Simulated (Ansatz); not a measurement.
Which YAML input does this script hand to the engine? (the Ansatz DFT code, driven from Python)

The script, `c2h7nsn.py`:
```python
"""Electronic structure of the C2H7NSn molecule."""

import ansatz as az

BASIS_SET = "def2-SVP"
METHOD = "ccsd_t"

mol = (
    az.Crystal.molecule()
    .atom("C", (-0.8278, 1.0633, 0.0175))
    .atom("N", (0.4372, 0.5743, 0.3726))
    .atom("C", (0.3047, -0.6621, 1.0584))
    .atom("Sn", (0.9925, -1.0351, -0.9286))
    .atom("H", (-1.5708, 0.3217, -0.396))
    .atom("H", (-1.3374, 1.6116, 0.8892))
    .atom("H", (-0.72, 1.8789, -0.7802))
    .atom("H", (-0.6539, -0.9635, 1.346))
    .atom("H", (1.1545, -0.7685, 1.8592))
    .atom("H", (2.6244, -0.9328, -1.2878))
    .atom("H", (-0.3381, -1.1446, -2.1297))
)

job = mol.calculation()
job = job.basis(gaussian=BASIS_SET)
job = job.correlation(METHOD)
done = job.run(threads=1)
data = done.report

print("reference energy %16.6f eV" % data["reference_energy_ev"])
print("total energy     %16.6f eV" % data["free_energy_ev"])
print("occupied (up, down):", data["n_occupied"], " virtual:", data["n_virtual"], " frozen:", data["n_frozen"])

print("correlation energy", round(data["free_energy_ev"] - data["reference_energy_ev"], 5), "eV")
cluster = data["correlation"].get("coupled_cluster")
if cluster:
    print("cycles", cluster["cycles"], " T1 diagnostic", round(cluster["t1_diagnostic"], 4), " largest double", round(cluster["largest_double"], 4))

state = data["mean_field"]["state"]
print(f"mean field: {state['energy']['hartree']:.7f} Ha, <S^2> = {abs(state['spin_squared']):.4f}, stability: {state.get('stability', {}).get('kind')}")
```

`python c2h7nsn.py` gives:
```text
reference energy     -9452.371915 eV
total energy         -9470.148348 eV
occupied (up, down): [17, 17]  virtual: [79, 79]  frozen: 7
correlation energy -17.77643 eV
cycles 11  T1 diagnostic 0.0132  largest double 0.0914
mean field: -347.3682608 Ha, <S^2> = 0.0000, stability: minimum
```

`input.yaml`:
```yaml
crystal:
  periodic: [false, false, false]
  atoms:
    - { symbol: C, position_ang: [-0.8278, 1.0633, 0.0175] }
    - { symbol: "N", position_ang: [0.4372, 0.5743, 0.3726] }
    - { symbol: C, position_ang: [0.3047, -0.6621, 1.0584] }
    - { symbol: Sn, position_ang: [0.9925, -1.0351, -0.9286] }
    - { symbol: H, position_ang: [-1.5708, 0.3217, -0.396] }
    - { symbol: H, position_ang: [-1.3374, 1.6116, 0.8892] }
    - { symbol: H, position_ang: [-0.72, 1.8789, -0.7802] }
    - { symbol: H, position_ang: [-0.6539, -0.9635, 1.346] }
    - { symbol: H, position_ang: [1.1545, -0.7685, 1.8592] }
    - { symbol: H, position_ang: [2.6244, -0.9328, -1.2878] }
    - { symbol: H, position_ang: [-0.3381, -1.1446, -2.1297] }
basis:
  gaussian: { orbitals: def2-SVP }
correlation:
  method: ccsd_t
```

The program run on that file:
```console
$ ansatz run input.yaml --threads 1 --pin off --max-ram 4096MiB --backend cpu --events-out ev --progress --plain --runs-dir out
Engine: ansatz 0.2.0, aarch64-unknown-linux-gnu
Functional definition: HF
  exchange = exact_x
  correlation = 0
1143 factors; integrals over basis functions are off by at most 1.1e-3 eV
mean field evaluation 1: about -9448.6018 eV, gradient 3.5e1 eV
mean field evaluation 2: about -9448.6133 eV, gradient 3.5e1 eV
mean field evaluation 4: about -9452.2964 eV, gradient 4.2e0 eV
mean field evaluation 8: about -9452.3718 eV, gradient 1.3e-1 eV
mean field evaluation 16: about -9450.5406 eV, gradient 2.7e1 eV
mean field -9452.37191509 eV, -347.3682608317 hartree, gradient 2.6e-6 eV, S^2 0.000000; 0 other end points of the search recorded, 0 dependent functions left out; unrestricted orbitals would lower it
7 core orbitals not correlated: weight in the atoms' cores, before any rotation towards them, 1.000 or more for the frozen orbitals, at most 0.000 for the correlated occupied ones
reference -9452.37191509 eV, -347.3682608317 hartree; 17, 17 occupied and 79, 79 virtual orbitals, 1143 factors
second order -15.87759192 eV of doubles, -0.00000000 eV of singles
cycle   1  -16.45248519 eV  change   -5.7e-1 eV  update   1.1e-1
cycle   2  -16.99004252 eV  change   -5.4e-1 eV  update   3.8e-2
cycle   3  -17.14278609 eV  change   -1.5e-1 eV  update   2.2e-2
cycle   4  -17.14048428 eV  change    2.3e-3 eV  update   6.0e-3
cycle   5  -17.14002607 eV  change    4.6e-4 eV  update   3.6e-3
cycle   6  -17.14016106 eV  change   -1.3e-4 eV  update   1.5e-3
cycle   7  -17.13964873 eV  change    5.1e-4 eV  update   7.7e-4
cycle   8  -17.13969647 eV  change   -4.8e-5 eV  update   3.2e-4
cycle   9  -17.13975690 eV  change   -6.0e-5 eV  update   1.3e-4
cycle  10  -17.13971633 eV  change    4.1e-5 eV  update   4.8e-5
cycle  11  -17.13973269 eV  change   -1.6e-5 eV  update   1.8e-5
perturbative tasks: 0 of 2200
perturbative tasks: 110 of 2200
perturbative tasks: 220 of 2200
perturbative tasks: 330 of 2200
perturbative tasks: 440 of 2200
perturbative tasks: 550 of 2200
perturbative tasks: 660 of 2200
perturbative tasks: 770 of 2200
perturbative tasks: 880 of 2200
perturbative tasks: 990 of 2200
perturbative tasks: 1100 of 2200
perturbative tasks: 1210 of 2200
perturbative tasks: 1320 of 2200
perturbative tasks: 1430 of 2200
perturbative tasks: 1540 of 2200
perturbative tasks: 1650 of 2200
perturbative tasks: 1760 of 2200
perturbative tasks: 1870 of 2200
perturbative tasks: 1980 of 2200
perturbative tasks: 2090 of 2200
perturbative correction -0.63670005 eV, -0.0233982953 hartree
Total energy: -9470.14834784 eV, -348.0215326859 hartree
```

Caveats:
- Total energies depend on the basis set; only differences at equal settings carry meaning.
- The geometry is a force-field or estimated start, not a minimum of this method, and the basis set is short of its limit.
- def2 sets replace the cores of elements past krypton by effective core potentials.
- Inner cores stay frozen; a filled d shell under the valence of the heavier atoms is correlated with it.
- S² is that of the Hartree-Fock reference.
- It ran for 26 s on 1 thread of Arm Neoverse V2, with other jobs on the host, peak memory 0.58 GiB.

(Lines on the test bed's own set-up are left out of the output.)
